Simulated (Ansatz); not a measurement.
# Nb5O: the cost of one run

Method: DFT PBE, scalar-relativistic, plane waves, PAW, in Ansatz 0.2.0.

1 further run of the same task is left out (set aside as unsound or not needed).

## (1) The system as given

Symmetry: P6/mmm, No. 191, hexagonal system. Conventional cell: a = 5.111 Å, b = 5.111 Å, c = 4.269 Å, α = 90.00°, β = 90.00°, γ = 120.00°. Nb (site symmetry -6m2) has 9 Nb at 2.59 to 2.95 Å and 3 O at 2.95 Å as nearest neighbours. Nb (site symmetry mmm) has 8 Nb at 2.56 to 2.59 Å and 4 O at 3.33 Å as nearest neighbours. O (site symmetry 6/mmm) is surrounded by 18 Nb at 2.95 to 3.33 Å.

Structure file:

```cif
data_structure
_symmetry_space_group_name_H-M 'P6/mmm'
_symmetry_Int_Tables_number 191
_cell_length_a 5.1107
_cell_length_b 5.1107
_cell_length_c 4.2687
_cell_angle_alpha 90.000
_cell_angle_beta 90.000
_cell_angle_gamma 120.000
_cell_volume 96.56
loop_
_atom_site_label
_atom_site_type_symbol
_atom_site_symmetry_multiplicity
_atom_site_Wyckoff_symbol
_atom_site_fract_x
_atom_site_fract_y
_atom_site_fract_z
_atom_site_occupancy
Nb1 Nb 2 c 0.33333 0.66667 0.00000 1
Nb2 Nb 3 g 0.50000 0.00000 0.50000 1
O1 O 1 a 0.00000 0.00000 0.00000 1
```

A structure generator made this guess: species swapped into a database cell of YRh5 (P6/mmm, No. 191), with O on the Y sites and Nb on the Rh sites. The dimensions are guesses.

## (2) The guess as it stands, on a coarse mesh

Contents of input.yaml:

```yaml
crystal:
  lattice:
    - [5.11070813, 0.0, 0.0]
    - [-2.55535407, 4.42600307, 0.0]
    - [0.0, 0.0, 4.26869757]
  atoms:
    - { symbol: Nb, position: [0.33333333, 0.66666667, 0.0] }
    - { symbol: Nb, position: [0.66666667, 0.33333333, 0.0] }
    - { symbol: Nb, position: [0.5, 0.0, 0.5] }
    - { symbol: Nb, position: [0.5, 0.5, 0.5] }
    - { symbol: Nb, position: [0.0, 0.5, 0.5] }
    - { symbol: O, position: [0.0, 0.0, 0.0] }
basis:
  ecutwfc: 420
kpoints:
  mp_grid: { grid: [6, 6, 4] }
hamiltonian:
  xc: pbe
scf:
  occupations: { method: gaussian, width: 0.1 }
  lower_state_search: "off"
output:
  forces: true
  stress: true
  eigenvalues: true
```

Started as:

```console
$ ansatz run input.yaml --threads 1 --pin off --max-ram 2560MiB --backend cpu --events-out ev --progress --plain --runs-dir out
```

Q: Estimate wall time and peak memory on 1 thread of Arm Neoverse V1, shared host.

About 5.2 s, with a peak of 0.36 GiB.
